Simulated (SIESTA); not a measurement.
Ta3AsAu2O13:

```
Ta As Au O
1.0
     5.72385   -0.00745   -0.00403
     1.30279    6.25499    0.00561
     0.27574    1.30074    8.36754
Ta As Au O
3 1 2 13
Cartesian
  1.8016 2.6675 4.8901
  0.6106 1.9943 8.3559
  4.2828 4.5395 4.2252
  4.7578 6.6860 6.9518
  3.4916 0.8150 1.5556
  1.4492 5.7148 3.7432
  4.8936 5.2811 5.9496
  3.3221 1.7411 5.8246
  6.2809 6.7422 7.6940
  3.3672 6.6706 7.9235
  4.5687 1.8638 0.2577
  1.7240 1.5064 0.9269
  0.9962 1.2256 4.1088
  3.3758 2.9946 3.6400
  0.9058 2.6910 6.5776
  6.1615 3.9169 3.8186
  4.0664 5.7780 2.9290
  2.4385 4.7506 5.2300
  6.5613 6.2408 1.8957
```

The cell was built by a generator and needn't be a form met in nature.

```yaml
Program: SIESTA 5.4.2
Task: relaxation of cell and atoms
Functional: LDA
Potentials_or_basis: PseudoDojo 0.4 standard (LDA files)
Basis: DZP (energy shift 0.003 Ry; two zetas on semicore shells)
Grid_cutoff: 800 Ry
Energy_shift: 0.003 Ry
k_mesh: 4 × 4 × 3
Occupations: fermi-dirac, width 0.05 eV
Spin: no spin polarisation
```

At the start: pressure -5.1 GPa; volume 15.77 Å³/atom.

How do energy, volume and symmetry change on relaxing?

Over 34 steps the energy falls by 19.7 meV/atom and the volume is 14.48 Å³/atom (-8.2 %); space group P1 (No. 1, to 0.05 Å).

Step by step:
```csv
step,energy change (eV),largest force (eV/Å),pressure (GPa),volume (Å³)
1,0.0000,0.6330,-5.15,299.62
2,-0.1614,0.4837,-1.08,292.55
3,-0.1914,0.3287,-0.95,291.10
4,-0.2086,0.2786,-0.51,289.93
5,-0.2290,0.2285,-0.38,288.68
6,-0.2521,0.2066,-0.29,287.15
7,-0.2736,0.2109,-0.18,285.36
8,-0.2858,0.1925,-0.15,284.26
9,-0.2968,0.1714,-0.09,283.24
10,-0.3070,0.1530,-0.07,282.30
11,-0.3141,0.1438,-0.05,281.68
12,-0.3222,0.1339,-0.04,280.99
13,-0.3291,0.1182,-0.04,280.40
14,-0.3346,0.1048,-0.02,279.84
15,-0.3404,0.0829,-0.02,279.25
16,-0.3448,0.0649,-0.01,278.81
17,-0.3503,0.0603,0.00,278.23
18,-0.3542,0.0601,-0.01,277.82
19,-0.3575,0.0604,0.00,277.39
20,-0.3603,0.0589,0.00,277.05
21,-0.3630,0.0539,-0.01,276.68
22,-0.3650,0.0463,0.01,276.36
23,-0.3664,0.0413,0.00,276.12
24,-0.3674,0.0380,0.01,275.97
25,-0.3686,0.0326,0.01,275.80
26,-0.3698,0.0313,0.00,275.63
27,-0.3706,0.0330,0.00,275.49
28,-0.3712,0.0327,0.00,275.41
29,-0.3719,0.0337,0.00,275.32
30,-0.3726,0.0322,0.00,275.26
31,-0.3730,0.0333,0.00,275.22
32,-0.3734,0.0305,0.00,275.20
33,-0.3739,0.0293,0.00,275.18
34,-0.3742,0.0268,0.00,275.18
```

Final structure:
```cif
data_structure
_symmetry_space_group_name_H-M 'P 1'
_symmetry_Int_Tables_number 1
_cell_length_a 5.6080
_cell_length_b 6.2295
_cell_length_c 8.1641
_cell_angle_alpha 83.488
_cell_angle_beta 87.247
_cell_angle_gamma 76.250
_cell_volume 275.18
loop_
_atom_site_label
_atom_site_type_symbol
_atom_site_fract_x
_atom_site_fract_y
_atom_site_fract_z
_atom_site_occupancy
Ta1 Ta 0.22338 0.30663 0.58491 1
Ta2 Ta 0.02412 0.12510 0.00443 1
Ta3 Ta 0.58848 0.61483 0.49782 1
As1 As 0.59924 0.89050 0.83167 1
Au1 Au 0.56102 0.09875 0.19268 1
Au2 Au 0.03825 0.82310 0.44305 1
O1 O 0.67775 0.66485 0.71688 1
O2 O 0.53124 0.11924 0.68423 1
O3 O 0.87453 0.88521 0.91226 1
O4 O 0.35007 0.87971 0.95690 1
O5 O 0.70377 0.30400 0.03592 1
O6 O 0.21804 0.24056 0.13281 1
O7 O 0.11978 0.09817 0.48847 1
O8 O 0.49673 0.37178 0.42748 1
O9 O 0.06524 0.28113 0.79254 1
O10 O 0.94606 0.52858 0.44284 1
O11 O 0.48941 0.84782 0.34464 1
O12 O 0.25159 0.63763 0.62420 1
O13 O 0.90944 0.94499 0.22091 1
```

Caveat: short orbitals over semicore shells can move pressures by several GPa; the basis of atomic orbitals isn't converged, which shifts pressures, moduli and gaps.
